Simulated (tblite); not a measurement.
# C3H12BNSi: the cost of one run

The runs use tblite 0.8.0 and PySCF 2.14.0, with density-fitted response routines of our own; the level of theory stands in each step. All values are computed, except where a source is named. Atoms are numbered from 0 throughout.

### Step 1. Starting geometry

18 atoms, charge 0, multiplicity 1; geometry from: force field or distance geometry start.

Bonds of the start (Å): C0–N1 1.46, N1–C2 1.45, N1–B3 1.54, B3–C4 1.60, C4–Si5 1.87, C0–H6 1.12, C0–H7 1.11, C0–H8 1.11, C2–H9 1.11, C2–H10 1.12, C2–H11 1.10, B3–H12 1.17, C4–H13 1.11, C4–H14 1.11, Si5–H15 1.47, Si5–H16 1.48, Si5–H17 1.47.

### Step 2. Optimising the geometry with GFN2-xTB

What the job is given:

```
{"job": {"kind": "relax", "xc": "GFN2-xTB", "basis": "xTB"}, "charge": 0, "multiplicity": 1}
C     -2.358900    -0.493400     0.009400
N     -1.138100     0.303900     0.104800
C     -1.174300     1.439600    -0.802700
B      0.074900    -0.576100    -0.235900
C      1.230200    -0.795100     0.847000
Si     2.824600    -0.094300     0.171700
H     -3.242000     0.138900     0.284000
H     -2.334400    -1.339900     0.727000
H     -2.515700    -0.883500    -1.021200
H     -1.303600     1.113700    -1.860100
H     -2.040300     2.102400    -0.544400
H     -0.262400     2.051600    -0.711000
H      0.157200    -1.089000    -1.283300
H      1.360300    -1.877900     1.038100
H      0.968200    -0.263700     1.786200
H      2.659100     1.343800    -0.081400
H      3.897100    -0.281900     1.171300
H      3.189300    -0.792900    -1.071000
```

Command:

```
OMP_NUM_THREADS=1 python probes_run.py task.json out
```

The driver reads the jobs from task.json and runs them one after another.

**Question.** How long does this first job take on 1 thread of Arm Neoverse N1, shared host, and how much memory does it need?

About 1.7 s, with a peak of 0.18 GiB.
